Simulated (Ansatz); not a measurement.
# Zr (hcp type): the cost of one run

Program: Ansatz 0.2.0. Level of theory: DFT PBE, with the methods named in each step. These are calculated values, not measurements.

### 1 The structure to begin with

It takes space group P6_3/mmc (No. 194, hexagonal). Conventional cell: a = 3.231 Å, b = 3.231 Å, c = 5.175 Å, α = 90.00°, β = 90.00°, γ = 120.00°. Around Zr (site symmetry -6m2) lie 12 Zr at 3.19 to 3.23 Å.

Coordinates:

```
Zr
1.0
     1.61555   -2.79821    0.00000
     1.61555    2.79821    0.00000
     0.00000    0.00000    5.17514
Zr
2
Direct
  0.66667 0.33333 0.25000
  0.33333 0.66667 0.75000
```

Atoms are numbered in the order of the input: Zr1, Zr2.

### 2 Bulk in the slab's orientation, LAPW

File input.yaml:

```yaml
crystal:
  lattice:
    - [1.6155496476, -2.7982140716, 0.0]
    - [1.6155496475, 2.7982140717, 0.0]
    - [0.0, 0.0, 5.1751358144]
  atoms:
    - { symbol: Zr, position: [0.666666667, 0.333333333, 0.25] }
    - { symbol: Zr, position: [0.333333333, 0.666666667, 0.75] }
kpoints:
  mp_grid: { grid: [15, 15, 8] }
scf:
  occupations: { method: fermi_dirac, width: 0.08 }
hamiltonian:
  xc: pbe
  pseudopotentials: { kind: all_electron, lapw: { basis_error: 0.001 } }
output:
  forces: true
  stress: true
  eigenvalues: true
```

Run with:

```
ansatz run input.yaml --threads 1 --pin off --max-ram 3584MiB --backend cpu --events-out ev --progress --plain --runs-dir out
```

**Question.** How long does this run take on 1 thread of Intel Xeon Platinum 8488C (Sapphire Rapids), shared host, and how much memory does it need?

About 21 s, with a peak of 0.5 GiB.
